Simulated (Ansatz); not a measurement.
# C₂H₅AlBr radical: how energies converge with the basis set

One table from this session's results is given with a row withheld; the runs are named, their logs left out.

Method: one geometry, several basis sets; program: Ansatz 0.2.0, Gaussian basis.

The runs, in order: PBE0-D4/def2-SVP; ωB97M-V/def2-SVP; PBE0-D4/def2-QZVPP; ωB97M-V/def2-QZVPP; the functionals' def2-TZVPP values are taken from earlier runs.

**The relaxed structure**

The geometry comes from an earlier relaxation with PBE0-D4 in a triple-zeta def2 set; it is a stationary point, not always the lowest conformer.

SMILES `[CH2][Al]([CH3])[Br]`, 9 atoms, charge 0, spin multiplicity 2.

Atoms are counted from 1 here; the program's logs count them from 0.

Bond lengths: C1–Al2 1.916 Å, C1–H5 1.088 Å, C1–H6 1.089 Å, Al2–C3 1.940 Å, Al2–Br4 2.271 Å, C3–H7 1.094 Å, C3–H8 1.094 Å, C3–H9 1.093 Å. Angles: Al2–C1–H5 123.7°, Al2–C1–H6 123.9°, H5–C1–H6 112.4°, C1–Al2–C3 125.7°, C1–Al2–Br4 116.1°, C3–Al2–Br4 118.2°, Al2–C3–H7 110.7°, Al2–C3–H8 110.8°, Al2–C3–H9 112.2°, H7–C3–H8 106.6°, H7–C3–H9 108.1°, H8–C3–H9 108.2°.

The first run:

Input file in.yaml:

```yaml
crystal:
  periodic: [false, false, false]
  atoms:
    - {symbol: C, position_ang: [-0.282128, 1.738716, -0.765795]}
    - {symbol: Al, position_ang: [-0.274670, -0.157194, -0.488066]}
    - {symbol: C, position_ang: [0.507573, -1.074582, 1.031348]}
    - {symbol: Br, position_ang: [-1.279433, -1.406413, -2.096621]}
    - {symbol: H, position_ang: [-0.732707, 2.219467, -1.631674]}
    - {symbol: H, position_ang: [0.162210, 2.455438, -0.076811]}
    - {symbol: H, position_ang: [-0.254035, -1.641705, 1.574748]}
    - {symbol: H, position_ang: [1.260816, -1.796720, 0.703102]}
    - {symbol: H, position_ang: [0.980873, -0.383208, 1.732671]}
basis:
  gaussian: {orbitals: def2-SVP}
magnetization: {spin_polarized: true, initial_magnetization: 1}
hamiltonian: {xc: pbe0, dispersion: d4}
output: {orbitals: {seedname: orbitals}}
```

Command:

```console
$ ansatz run in.yaml --threads 4 --pin off --events-out ev --progress --plain --max-ram 10444MiB
```

Steps of the session up to this table: PBE0-D4 in def2-SVP; ωB97M-V in def2-SVP; PBE0-D4 in def2-QZVPP; ωB97M-V in def2-QZVPP.

One table of the session follows, with a row left open; its other results are not shown here.

It belongs to the step «Density functionals: the series». 

| functional | basis | HOMO (eV) | LUMO (eV) |
| --- | --- | --- | --- |
| PBE0-D4 | def2-SVP | -7.30 | -2.83 |
| PBE0-D4 | def2-TZVPP | -7.36 | -2.92 |
| PBE0-D4 | def2-QZVPP | ? | ? |
| ωB97M-V | def2-SVP | -9.30 | -0.98 |
| ωB97M-V | def2-TZVPP | -9.36 | -1.18 |
| ωB97M-V | def2-QZVPP | -9.38 | -1.25 |

**Question.** Estimate the row for PBE0-D4, def2-QZVPP.

As computed: HOMO (eV): -7.37; LUMO (eV): -2.95. In the column «HOMO (eV)» it lies between ωB97M-V, def2-SVP (-9.30) and PBE0-D4, def2-TZVPP (-7.36).
